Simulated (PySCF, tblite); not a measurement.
# C8H12N2: geometry, infrared bands and NMR shifts

Wanted: the infrared bands and NMR shifts of C8H12N2 (`C=Cc1ccnn1C(C)C`), by calculation.

Programs: tblite 0.8.0 and PySCF 2.14.0, with density-fitted response routines of our own. Each step states its level of theory. These are calculated values for one molecule in the gas phase, unless marked as measured. Atoms are numbered from 0 throughout.

### 1 Starting geometry

22 atoms, charge 0, multiplicity 1; geometry from: force field or distance geometry start.

Bonds of the start (Å): C0–C1 1.35, C1–C2 1.41, C2–C3 1.39, C3–C4 1.40, C4–N5 1.33, N5–N6 1.35, N6–C7 1.46, C7–C8 1.53, C7–C9 1.54, N6–C2 1.39, C0–H10 1.08, C0–H11 1.08, C1–H12 1.08, C3–H13 1.08, C4–H14 1.09, C7–H15 1.10, C8–H16 1.10, C8–H17 1.09, C8–H18 1.09, C9–H19 1.09, C9–H20 1.10, C9–H21 1.09.

### 2 Geometry optimisation with GFN2-xTB

Job settings and geometry (Å):

```
{"job": {"kind": "relax", "xc": "GFN2-xTB", "basis": "xTB"}, "charge": 0, "multiplicity": 1}
C      3.054000    -1.308200    -0.084100
C      1.738500    -1.037800    -0.259800
C      1.232700     0.260500    -0.058200
C      1.810200     1.522100    -0.003800
C      0.751900     2.420900     0.158500
N     -0.436200     1.815700     0.184000
N     -0.132000     0.501700     0.087100
C     -1.224500    -0.463300     0.149400
C     -1.888300    -0.610200    -1.223200
C     -2.268300    -0.127800     1.228000
H      3.762800    -0.553400     0.214900
H      3.421900    -2.313100    -0.239600
H      1.086500    -1.856100    -0.542000
H      2.868100     1.743200    -0.072300
H      0.791000     3.510000     0.227700
H     -0.799800    -1.431900     0.439000
H     -2.351000     0.338500    -1.541300
H     -1.163000    -0.899900    -1.987400
H     -2.675200    -1.370700    -1.196000
H     -2.795100     0.802800     1.001800
H     -1.786700     0.000800     2.204900
H     -3.008000    -0.924300     1.311700
```

Launch:

```bash
OMP_NUM_THREADS=1 python probes_run.py task.json out
```

This one command runs all jobs of the session in turn.

**Question.** This job is followed by: GFN2-xTB harmonic vibrations, gas phase; GIAO PBE0/pcSseg-1 NMR shielding, non-relativistic, gas phase. Predict these results of the whole session: strongest single infrared mode (GFN2-xTB); zero-point energy (GFN2-xTB); 13C shifts against TMS (PBE0/pcSseg-1, means over atoms taken as alike); 1H shifts against TMS (PBE0/pcSseg-1, means over atoms taken as alike); 15N shifts against NH3 (PBE0/pcSseg-1).

The runs gave:

| quantity | value |
| --- | --- |
| strongest single infrared mode (GFN2-xTB) | 1324 cm⁻¹, 50 km/mol |
| zero-point energy (GFN2-xTB) | 115.7 kcal/mol |
| 13C shifts against TMS (PBE0/pcSseg-1, means over atoms taken as alike) | 143.8, 142.2, 129.5, 119.7, 108.1, 50.9, 25.1 ppm |
| 1H shifts against TMS (PBE0/pcSseg-1, means over atoms taken as alike) | 7.61, 6.78, 6.77, 6.12, 5.54, 4.34, 1.53 ppm |
| 15N shifts against NH3 (PBE0/pcSseg-1) | 338.4, 245.4 ppm |

In words: Relaxing lowered the energy by 0.193 eV in 89 steps; the close pair that moved most is C1–C2, from 1.408 to 1.441 Å. The lowest mode is slightly imaginary (7i cm⁻¹), a soft motion within the noise of the Hessian, so the minimum is not strictly shown. The strongest single mode, at 1324 cm⁻¹, is carried by N6, H15, H12. Unscaled tight-binding wavenumbers are off by several per cent, some by more. Its intensities can rank the bands wrongly. At PBE0/pcSseg-1: The largest span, 486 ppm, is at N5, where the paramagnetic term is -394 ppm. NICS(1)zz of -28 ppm above the planar ring from C2 marks a diatropic (aromatic) ring current.
